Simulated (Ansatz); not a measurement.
# SiTa: the cost of one run

Method: def2-QZVPP, core rule «outside noble gas», up to 9 orbitals frozen; program: Ansatz 0.2.0, Gaussian basis.

Plan: UHF; ROHF; CCSD(T) on UHF.

## Step 1: The geometry

The geometry is a PBE0/def2-TZVP stationary point (not a proven minimum). No spin-orbit coupling is included. Elements past krypton take def2 core potentials.

2 atoms, charge 0, spin multiplicity 4.

Atoms are counted from 1 here; the program's logs count them from 0.

Bond lengths: Ta1–Si2 2.341 Å.

As a file:

```xyz
2

Ta    0.0000    0.0000    0.0000
Si    0.0000    0.0000    2.3412
```

## Step 2: UHF

The input, in.yaml:

```yaml
crystal:
  periodic: [false, false, false]
  atoms:
    - {symbol: Ta, position_ang: [0.000000, 0.000000, 0.000000]}
    - {symbol: Si, position_ang: [0.000000, 0.000000, 2.341200]}
basis:
  gaussian: {orbitals: "def2-QZVPP.json"}
magnetization: {spin_polarized: true, initial_magnetization: 3}
hamiltonian: {xc: hf}
output: {orbitals: {seedname: orbitals}}
```

Started as:

```bash
$ ansatz run in.yaml --threads 1 --pin off --events-out ev --progress --plain --max-ram 2816MiB --backend cpu
```

**Question.** How long does this run take on 1 thread of AMD EPYC 7R13, shared host, and how much memory does it need?

About 97 s, with a peak of 0.43 GiB.
